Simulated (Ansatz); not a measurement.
**K4BeH2: forces, levels, charges and fields**

The system is K4BeH2, a borrowed structure type, volume estimated. Wanted, at the geometry given: its forces and stress, its levels, and how its atoms share the electrons.

Computed, not measured: Ansatz 0.2.0, DFT, r2SCAN, no spin polarisation, plane waves, PAW.

## (1) The system as given

It takes space group R-3m (No. 166, trigonal). Conventional cell: a = 5.416 Å, b = 5.416 Å, c = 24.598 Å, α = 90.00°, β = 90.00°, γ = 120.00°. Be (site symmetry -3m) is surrounded by 2 H at 1.96 Å. K (site symmetry 3m) has 3 H at 3.26 Å and 3 Be at 3.30 Å and 6 K at 3.72 to 3.77 Å as nearest neighbours. H (site symmetry 3m) is surrounded by 1 Be at 1.96 Å. K (site symmetry 3m) has 4 H at 3.16 to 3.32 Å as nearest neighbours.

As a file:

```xyz
7
Lattice="2.7080 4.6905 0.0000 -2.7080 4.6905 0.0000 0.0000 -3.1270 8.1994" Properties=species:S:1:pos:R:3 pbc="T T T"
Be    0.0000    0.0000    0.0000
K     0.0000    3.1270    1.0532
K     0.0000    3.1270    7.1462
H     0.0000    0.0000    1.9642
H     0.0000    6.2540    6.2352
K     0.0000    0.0000    5.1245
K     0.0000    6.2540    3.0749
```

It is a restart: the density comes from an earlier run on this cell.

## (2) The run

File input.yaml:

```yaml
crystal:
  lattice:
    - [2.708044, 4.690469, 0.0]
    - [-2.708044, 4.690469, 0.0]
    - [0.0, -3.126976, 8.199404]
  atoms:
    - { symbol: Be, position: [0.0, 0.0, 0.0] }
    - { symbol: K, position: [0.37615, 0.37615, 0.12845] }
    - { symbol: K, position: [0.62385, 0.62385, 0.87155] }
    - { symbol: H, position: [0.07985, 0.07985, 0.23955] }
    - { symbol: H, position: [0.92015, 0.92015, 0.76045] }
    - { symbol: K, position: [0.20833, 0.20833, 0.62499] }
    - { symbol: K, position: [0.79167, 0.79167, 0.37501] }
  symmetry: { tolerance: 0.0003 }
kpoints:
  mp_grid: { grid: [7, 7, 7], shift: [0, 0, 0] }
  band_path:
    path:
      - [0.0, 0.0, 0.0]
      - [0.0, 0.0, 0.5]
      - [0.30909324, -0.30909324, 0.5]
      - [0.30909324, -0.38181352, 0.19090676]
      - [0.5, 0.0, 0.0]
      - [0.0, 0.0, 0.0]
      - [0.34545338, -0.34545338, 0.0]
      - [0.30909324, -0.34545338, 0.34545338]
      - [0.0, -0.5, 0.5]
      - [0.0, 0.0, 0.0]
    npoints: 7
magnetization:
  spin_polarized: false
scf:
  occupations: { method: fermi_dirac }
  lower_state_search: "off"
  max_iter: 200
hamiltonian:
  pseudopotentials: { kind: paw }
  xc: r2scan
basis:
  ecutwfc: 500
  fft_grid_basis: typed
output:
  forces: true
  stress: true
  eigenvalues: true
  bader: true
  populations: true
  elf: true
  write_potential: true
  volumetric_format: npy
  dos:
    e_range: [-12, 8]
    de: 0.05
    projected: { site_lists: { Be: [Be], H: [H], K: [K] } }
checkpoint:
  read: saved_state
```

Run with:

```sh
ansatz run input.yaml --threads 1 --pin off --max-ram 2560MiB --backend cpu --events-out ev --progress --plain --runs-dir out
```

Q: Predict the outcome of this session. Wanted: largest force; pressure; character; Bader charges; density maxima off the nuclei.

As calculated:

```
                                                 quantity                                  value
                                            largest force                        0.533 eV/Å on K
                                                 pressure                                0.5 GPa
           formation energy (elements from separate runs)                           0.47 eV/atom
                                                character                                  metal
density of states, mean within 0.25 eV of the Fermi level                    3.1 per eV per cell
                                            Bader charges  Be -0.20, K +0.55 to +0.62, H -0.92 e
                            density maxima off the nuclei                                      1
```

The cell is metallic; within 0.25 eV of the Fermi level the density of states averages 3.1 per eV per cell, but it varies sharply: 1.4 at the Fermi level itself, on this mesh. K feels the largest force, 0.53 eV/Å, so the positions are not relaxed. Against the elements' reference phases (Be hcp, K bcc, H2 molecule; separate runs with the same functional) the formation energy is 0.47 eV per atom, so at this geometry it is not bound against them. At 0.5 GPa the cell is compressed and would expand.
